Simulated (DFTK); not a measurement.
# Si2Ni: single point with PBEsol

Crystal: Si2Ni.

```
Ni Si
1.0
     0.00000    2.70300    2.70300
     2.70300    0.00000    2.70300
     2.70300    2.70300    0.00000
Ni Si
1 2
Cartesian
  0.0000 0.0000 0.0000
  4.0545 4.0545 4.0545
  1.3515 1.3515 1.3515
```

| Quantity | Value |
| --- | --- |
| Program | DFTK 0.8.2 |
| Task | single point |
| Functional | PBEsol |
| Potentials or basis | dojo.nc.sr.pbesol.v0_4_1.standard.upf (PBEsol) |
| Cutoff | 1333 eV |
| k mesh | 9 × 9 × 9 |
| Occupations | fermi-dirac, width 0.05 eV |
| Spin | collinear spin, ferromagnetic start |
| Starting moments | [1.0, 0.0, 0.0] μB |

| Property | Result |
| --- | --- |
| Pressure | -1.0 GPa |
| Band gap on the k mesh | none (metal or under the smearing width) |
| Net moment | 0.00 μB per cell |
| Absolute moment | 0.00 μB per cell |

Levels at points of the mesh, in eV from the Fermi level:
Spin up:
| k point | band 10 | band 11 | band 12 | band 13 | band 14 | band 15 | band 16 | band 17 |
| --- | --- | --- | --- | --- | --- | --- | --- | --- |
| (0.00, 0.00, 0.00) | -3.52 | -0.32 | 1.71 | 1.71 | 1.71 | 2.21 | 2.21 | 2.21 |
Spin down:
```
           k point  band 9  band 10  band 11  band 12  band 13  band 14  band 15  band 16  band 17  band 18
(0.00, 0.00, 0.00)   -3.52    -3.52    -0.32     1.71     1.71     1.71     2.21     2.21     2.21     4.67
```

Wall time 4.2 min on 1 thread of Intel(R) Xeon(R) 6975P-C (Granite Rapids) (shared host), peak memory 2.8 GiB.

Caveat: the starting moments collapsed, and a magnetic state may lie lower.
